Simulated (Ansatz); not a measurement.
# C₂H₈Si₂: small, medium and large basis sets

An exercise on one series of results from a longer session: the logs are not shown, and one member is left open.

The runs use Ansatz 0.2.0, Gaussian basis; one geometry, several basis sets.

The runs, in order: PBE0-D4/def2-SVP; ωB97M-V/def2-SVP; PBE0-D4/def2-QZVPP; ωB97M-V/def2-QZVPP; CCSD(T)/cc-pV(D+d)Z; CCSD(T)/cc-pV(T+d)Z; CCSD(T)/cc-pV(Q+d)Z; the functionals' def2-TZVPP values are taken from earlier runs.

**The relaxed structure**

The geometry comes from an earlier relaxation with PBE0-D4 in a triple-zeta def2 set; it is a stationary point, not always the lowest conformer.

SMILES `[SiH3]/C=C/[SiH3]`, 12 atoms, charge 0, spin multiplicity 1.

Atoms are counted from 1 here; the program's logs count them from 0.

Bond lengths: Si1–C2 1.864 Å, Si1–H5 1.488 Å, Si1–H6 1.486 Å, Si1–H7 1.488 Å, C2–C3 1.337 Å, C2–H8 1.091 Å, C3–Si4 1.864 Å, C3–H9 1.091 Å, Si4–H10 1.488 Å, Si4–H11 1.486 Å, Si4–H12 1.488 Å. Angles: C2–Si1–H5 110.6°, C2–Si1–H6 108.8°, C2–Si1–H7 110.6°, H5–Si1–H6 109.5°, H5–Si1–H7 107.7°, H6–Si1–H7 109.5°, Si1–C2–C3 123.6°, Si1–C2–H8 118.1°, C3–C2–H8 118.3°, C2–C3–Si4 123.6°, C2–C3–H9 118.3°, Si4–C3–H9 118.1°, C3–Si4–H10 110.6°, C3–Si4–H11 108.8°, C3–Si4–H12 110.6°, H10–Si4–H11 109.5°, H10–Si4–H12 107.7°, H11–Si4–H12 109.5°.

As a file:

| atom | x (Å) | y (Å) | z (Å) |
| --- | --- | --- | --- |
| Si1 | -0.5610 | 2.2193 | 0.1896 |
| C2 | -0.5442 | 0.3566 | 0.1188 |
| C3 | 0.5573 | -0.3659 | -0.1119 |
| Si4 | 0.5738 | -2.2285 | -0.1840 |
| H5 | -1.0445 | 2.6894 | 1.5162 |
| H6 | 0.8187 | 2.7211 | -0.0429 |
| H7 | -1.4735 | 2.7749 | -0.8465 |
| H8 | -1.4861 | -0.1724 | 0.2739 |
| H9 | 1.4992 | 0.1631 | -0.2669 |
| H10 | 1.4916 | -2.7852 | 0.8467 |
| H11 | -0.8047 | -2.7305 | 0.0548 |
| H12 | 1.0506 | -2.6972 | -1.5136 |

The first run:

The input, in.yaml:

```yaml
crystal:
  periodic: [false, false, false]
  atoms:
    - {symbol: Si, position_ang: [-0.561041, 2.219271, 0.189559]}
    - {symbol: C, position_ang: [-0.544244, 0.356621, 0.118806]}
    - {symbol: C, position_ang: [0.557312, -0.365858, -0.111852]}
    - {symbol: Si, position_ang: [0.573829, -2.228454, -0.184043]}
    - {symbol: H, position_ang: [-1.044542, 2.689420, 1.516166]}
    - {symbol: H, position_ang: [0.818698, 2.721090, -0.042938]}
    - {symbol: H, position_ang: [-1.473532, 2.774936, -0.846471]}
    - {symbol: H, position_ang: [-1.486061, -0.172351, 0.273894]}
    - {symbol: H, position_ang: [1.499163, 0.163067, -0.266926]}
    - {symbol: H, position_ang: [1.491598, -2.785173, 0.846724]}
    - {symbol: H, position_ang: [-0.804746, -2.730528, 0.054778]}
    - {symbol: H, position_ang: [1.050566, -2.697241, -1.513598]}
basis:
  gaussian: {orbitals: def2-SVP}
hamiltonian: {xc: pbe0, dispersion: d4}
output: {orbitals: {seedname: orbitals}}
```

Launch:

```sh
> ansatz run in.yaml --threads 2 --pin off --events-out ev --progress --plain --max-ram 32768MiB --backend cpu
```

Steps of the session up to this table: PBE0-D4 in def2-SVP; ωB97M-V in def2-SVP; PBE0-D4 in def2-QZVPP; ωB97M-V in def2-QZVPP.

One table of the session follows, with a row left open; its other results are not shown here.

```
functional       basis  HOMO (eV)
   PBE0-D4    def2-SVP          ?
   PBE0-D4  def2-TZVPP      -8.07
   PBE0-D4  def2-QZVPP      -8.07
   ωB97M-V    def2-SVP     -10.19
   ωB97M-V  def2-TZVPP     -10.25
   ωB97M-V  def2-QZVPP     -10.25
```

**Question.** Estimate the row for PBE0-D4, def2-SVP.

**Answer.** HOMO (eV): -8.03. In the column «HOMO (eV)» it is the highest.
